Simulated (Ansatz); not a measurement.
# CH6InNO: a ladder of functionals and wavefunction methods

Aim: compute CH6InNO with functionals from several rungs and with coupled cluster. The yardstick is the atomisation energy at the CCSD(T) limit.

Computed with Ansatz 0.2.0, Gaussian basis. Level: functionals in def2-TZVPP, the program's frozen cores in correlated methods.

Levels to be run: PBE-D4, r2SCAN-D4, PBE0-D4, B3LYP-D4, ωB97X-V, ωB97M-V, B2PLYP; CCSD(T)/def2-TZVPP; MP2/def2-QZVPP; extrapolation to the limit.

## (1) The relaxed structure

All runs share one geometry, relaxed beforehand with PBE0-D4 in a triple-zeta def2 set. In takes the def2 core potential; no spin-orbit term is included.

SMILES `NC[O][InH2]`, 10 atoms, charge 0, spin multiplicity 1.

Atoms are counted from 1 here; the program's logs count them from 0.

Bond lengths: N1–C2 1.433 Å, N1–H5 1.013 Å, N1–H6 1.013 Å, C2–O3 1.406 Å, C2–H7 1.098 Å, C2–H8 1.100 Å, O3–In4 1.990 Å, In4–H9 1.713 Å, In4–H10 1.703 Å. Angles: C2–N1–H5 109.9°, C2–N1–H6 110.5°, H5–N1–H6 107.2°, N1–C2–O3 113.9°, N1–C2–H7 107.5°, N1–C2–H8 107.6°, O3–C2–H7 108.5°, O3–C2–H8 111.6°, H7–C2–H8 107.5°, C2–O3–In4 124.2°, O3–In4–H9 112.6°, O3–In4–H10 111.8°, H9–In4–H10 135.6°.

Geometry (Å):

```mol
CH6InNO
  3D, bonds by distance, orders not assigned

 10  9  0  0  0  0  0  0  0  0999 V2000
   -1.7796   -0.7347    0.0314 N   0  0
   -0.3532   -0.8393    0.1150 C   0  0
    0.3337    0.0673   -0.7116 O   0  0
    1.7617    1.2989   -0.0759 In  0  0
   -2.0794   -0.8614   -0.9278 H   0  0
   -2.0854    0.1866    0.3214 H   0  0
   -0.0795   -1.8592   -0.1841 H   0  0
   -0.0719   -0.7182    1.1719 H   0  0
    2.0112    1.1999    1.6162 H   0  0
    2.4256    2.2091   -1.3534 H   0  0
  1  2  8  0
  2  3  8  0
  3  4  8  0
  1  5  8  0
  1  6  8  0
  2  7  8  0
  2  8  8  0
  4  9  8  0
  4 10  8  0
M  END
```

## (2) PBE-D4 (GGA)

Input file in.yaml:

```yaml
crystal:
  periodic: [false, false, false]
  atoms:
    - {symbol: N, position_ang: [-1.779649, -0.734670, 0.031409]}
    - {symbol: C, position_ang: [-0.353193, -0.839261, 0.114994]}
    - {symbol: O, position_ang: [0.333655, 0.067342, -0.711618]}
    - {symbol: In, position_ang: [1.761740, 1.298867, -0.075908]}
    - {symbol: H, position_ang: [-2.079440, -0.861418, -0.927831]}
    - {symbol: H, position_ang: [-2.085389, 0.186565, 0.321351]}
    - {symbol: H, position_ang: [-0.079506, -1.859208, -0.184093]}
    - {symbol: H, position_ang: [-0.071922, -0.718227, 1.171882]}
    - {symbol: H, position_ang: [2.011179, 1.199890, 1.616245]}
    - {symbol: H, position_ang: [2.425624, 2.209119, -1.353432]}
basis:
  gaussian: {orbitals: def2-TZVPP}
hamiltonian: {xc: pbe, dispersion: d4}
output: {forces: true, orbitals: {seedname: orbitals}}
```

Run with:

```sh
$ ansatz run in.yaml --threads 4 --pin off --events-out ev --progress --plain --max-ram 10444MiB
```

After this run come: r2SCAN-D4 (meta-GGA); PBE0-D4 (hybrid); B3LYP-D4 (hybrid); ωB97X-V (range-separated); ωB97M-V (range-separated); B2PLYP (double hybrid); CCSD(T) in def2-TZVPP; MP2 in def2-QZVPP.

Q: Predict the results of all the runs planned. Wanted: atomisation energy, CCSD(T)/CBS; farthest; mean size of error, hybrid; mean size of error, range-separated; gap, smallest and largest; T1 diagnostic; triples share of the correlation energy.

As calculated:

```
                               quantity                                           value
        atomisation energy, CCSD(T)/CBS                                   3183.8 kJ/mol
 functionals within 31.8 kJ/mol (1.0 %)  r2SCAN-D4, PBE0-D4, B3LYP-D4, ωB97X-V, ωB97M-V
                               farthest                           B2PLYP (-56.1 kJ/mol)
             mean size of error, hybrid                                     23.8 kJ/mol
    mean size of error, range-separated                                      5.8 kJ/mol
              gap, smallest and largest             3.28 eV (PBE-D4), 9.52 eV (ωB97X-V)
                          T1 diagnostic                                          0.0164
triples share of the correlation energy                                           3.5 %
```

**Reading.** PBE-D4 misses by +49.5 kJ/mol. Double hybrids carry the basis error of their MP2 part in triple zeta, and no dispersion term here, so their miss is partly the set-up's. The reference freezes the cores and leaves out spin-orbit coupling and excitations past (T), and its outer-core shells are covered unevenly, so misses under about 31.8 kJ/mol can't be ranked. All levels share the lack of spin-orbit coupling, which lowers the free heavy atoms and so the true binding. Hartree-Fock recovers 67 % of the binding; the rest is correlation. The gap grows from 3.3 to 9.5 eV across the functionals, mostly with the share of exact exchange. Correlated methods include outer-core shells of In, which these sets cover unevenly.
